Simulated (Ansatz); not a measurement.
# SnTe: the cost of one run

Computed with Ansatz 0.2.0 (DFT LDA, all-electron LAPW, scalar-relativistic unless said, unless a step's input says otherwise).

The COD entry's cell or inner coordinates are ideal or old and differ from later refinements, so a difference from it is no clean test against experiment.

2 further runs of the same task are left out: 1 that didn't finish, 1 set aside as unsound or not needed.

### 1 The starting structure

The structure is cubic, space group Fm-3m (No. 225). Conventional cell: a = 6.236 Å, b = 6.236 Å, c = 6.236 Å, α = 90.00°, β = 90.00°, γ = 90.00°. Sn (site symmetry m-3m) is surrounded by 6 Te at 3.12 Å. Te (site symmetry m-3m) has 6 Sn at 3.12 Å as nearest neighbours.

Coordinates:

```
Sn Te
1.0
     0.00000    3.11814    3.11814
     3.11814    0.00000    3.11814
     3.11814    3.11814    0.00000
Sn Te
1 1
Direct
  0.00000 0.00000 0.00000
  0.50000 0.50000 0.50000
```

Cartesian axes are those of the input's lattice vectors. The structure goes back to a database entry.

### 2 Reference run, LAPW

Input file input.yaml:

```yaml
crystal:
  lattice:
    - [0.0, 3.11814411109, 3.11814411109]
    - [3.11814411109, 0.0, 3.11814411109]
    - [3.11814411109, 3.11814411109, 0.0]
  atoms:
    - { symbol: Sn, position: [0.0, 0.0, 0.0] }
    - { symbol: Te, position: [0.5, 0.5, 0.5] }
kpoints:
  mp_grid: { grid: [10, 10, 10] }
scf:
  occupations: { method: fixed }
hamiltonian:
  xc: lda
  pseudopotentials: { kind: all_electron, lapw: { basis_error: 0.0005 } }
phonons:
  qmesh: [2, 2, 2]
  qpath:
    path:
      - [0.0, 0.0, 0.0]
      - [0.5, 0.0, 0.5]
      - [0.625, 0.25, 0.625]
      - [0.375, 0.375, 0.75]
      - [0.0, 0.0, 0.0]
      - [0.5, 0.5, 0.5]
      - [0.5, 0.25, 0.75]
      - [0.5, 0.0, 0.5]
    npoints: 6
  temperatures: { t_min: 0, t_max: 1000, t_step: 100 }
```

On the command line:

```bash
$ ansatz run input.yaml --threads 2 --pin off --max-ram 6144MiB --backend cpu --events-out ev --progress --plain --runs-dir out
```

Q: Estimate wall time and peak memory on 2 threads of Arm Neoverse V2, shared host.

About 8.5 min, with a peak of 1.3 GiB.
